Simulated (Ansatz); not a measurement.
# CH6OSn, SMILES O[CH2][SnH3]: a rigid scan of one bond angle

Computed with Ansatz's Python interface.

At the Python prompt:
```pycon
>>> import ansatz as az
>>> from ase import Atoms
>>> atoms = Atoms(["O", "C", "Sn", "H", "H", "H", "H", "H", "H"], positions=[
...     (-1.3406, 1.0495, -0.4896),
...     (-0.014, 0.859, -0.5317),
...     (0.4419, -0.8481, 0.6597),
...     (-1.7327, 0.3388, -0.9766),
...     (0.5182, 1.7399, -0.1364),
...     (0.3335, 0.7128, -1.5768),
...     (-0.3218, -2.2545, 0.0397),
...     (2.2435, -1.0964, 0.6316),
...     (-0.0396, -0.5472, 2.3632),
... ])
>>> # relax first, so that the scan starts from a minimum
>>> first = az.Crystal.molecule_from_ase(atoms).calculation()
>>> first = first.basis(gaussian="def2-SVP")
>>> first = first.functional("r2scan0")
>>> first = first.accuracy("medium")
>>> first = first.relax(force_tolerance=0.02, max_steps=80)
>>> atoms.positions = first.run(threads=1).report["positions_ang"]

>>> rows = []
>>> for angle in [90, 100, 110, 120, 135, 150, 165, 179]:
...     bent = atoms.copy()
...     bent.set_angle(1, 0, 3, angle, indices=[3])
...     base = (
...         az.Crystal.molecule_from_ase(bent).calculation()
...         .basis(gaussian="def2-SVP")
...         .functional("r2scan0")
...         .accuracy("medium")
...     )
...     rows.append((angle, base.run(threads=1).report["free_energy_ev"]))
...
>>> floor = min(e for _, e in rows)
>>> for angle, e in rows:
...     print(f"angle C1-O0-H3 = {angle:3d} deg   {1000 * (e - floor):9.1f} meV")
...
angle C1-O0-H3 =  90 deg       293.9 meV
angle C1-O0-H3 = 100 deg        57.9 meV
angle C1-O0-H3 = 110 deg         0.0 meV
angle C1-O0-H3 = 120 deg        89.4 meV
angle C1-O0-H3 = 135 deg       420.3 meV
angle C1-O0-H3 = 150 deg       858.0 meV
angle C1-O0-H3 = 165 deg      1235.0 meV
angle C1-O0-H3 = 179 deg      1396.9 meV
```

Reading the output:
- These settings explore the input space; basis and method may be short of convergence.
- The scan is rigid, and the energies are electronic, in a modest basis. The zero is the lowest point of the grid, which needn't be the minimum.
- def2 sets replace the cores of elements past krypton by effective core potentials.
- Run time: 110 s on 1 thread of Arm Neoverse V1, on a shared host, peak memory 0.26 GiB.

(Lines on the test bed's own set-up are left out of the output.)
